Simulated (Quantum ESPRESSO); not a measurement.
The system is AlCl.

```
Al Cl
1.0
     4.03825    0.00000    0.00000
    -2.01913    3.49723    0.00000
     0.00000    0.00000    6.59142
Al Cl
2 2
Cartesian
  0.0000 2.3315 0.0000
  2.0191 1.1657 3.2957
  0.0000 2.3315 2.5377
  2.0191 1.1657 5.8334
```

The cell was built by a generator and needn't be a form met in nature.

| Property | Result |
| --- | --- |
| Program | Quantum ESPRESSO 7.5 |
| Task | phonons |
| Functional | PBE |
| Potentials or basis | GBRV 1.5 PBE |
| Cutoff | 612 eV |
| Density cutoff | 4898 eV |
| k mesh | 4 × 4 × 2, shifted |
| Occupations | fermi-dirac, width 0.05 eV |
| Spin | no spin polarisation |
| Mixing beta | 0.5 |
| Most SCF iterations | 120 |
| SCF threshold | 8e-10 Ry |

The atoms were relaxed first, and the response was taken there.

```cif
data_structure
_symmetry_space_group_name_H-M 'P 1'
_symmetry_Int_Tables_number 1
_cell_length_a 4.0383
_cell_length_b 4.0383
_cell_length_c 6.5914
_cell_angle_alpha 90.000
_cell_angle_beta 90.000
_cell_angle_gamma 120.000
_cell_volume 93.09
loop_
_atom_site_label
_atom_site_type_symbol
_atom_site_fract_x
_atom_site_fract_y
_atom_site_fract_z
_atom_site_occupancy
Al1 Al 0.33333 0.66667 0.00948 1
Al2 Al 0.66667 0.33333 0.50948 1
Cl1 Cl 0.33333 0.66667 0.37552 1
Cl2 Cl 0.66667 0.33333 0.87552 1
```

The first run showed a gap, so the response started from a second, tighter run with fixed occupations.

Question: What is the highest optical frequency at the zone centre, leaving out the macroscopic field of polar modes?

Answer: 303 cm⁻¹, a mode of symmetry B1 (silent).

Optical modes at Γ, degenerate ones joined, polar ones without the macroscopic field:
```csv
cm⁻¹,components,symmetry,active in,"IR intensity, summed ((D/Å)²/amu)"
166i,1,B1,silent,0.00
128i,2,E2,Raman,0.00
184,1,A1,IR and Raman,19.28
187,2,E1,IR and Raman,28.20
189,2,E2,Raman,0.00
303,1,B1,silent,0.00
```

Caveat: the k mesh is coarse (spacing up to 0.48 Å⁻¹), so the values aren't converged; some modes are imaginary; the cell is more than 3 GPa from zero pressure, which shifts response properties.
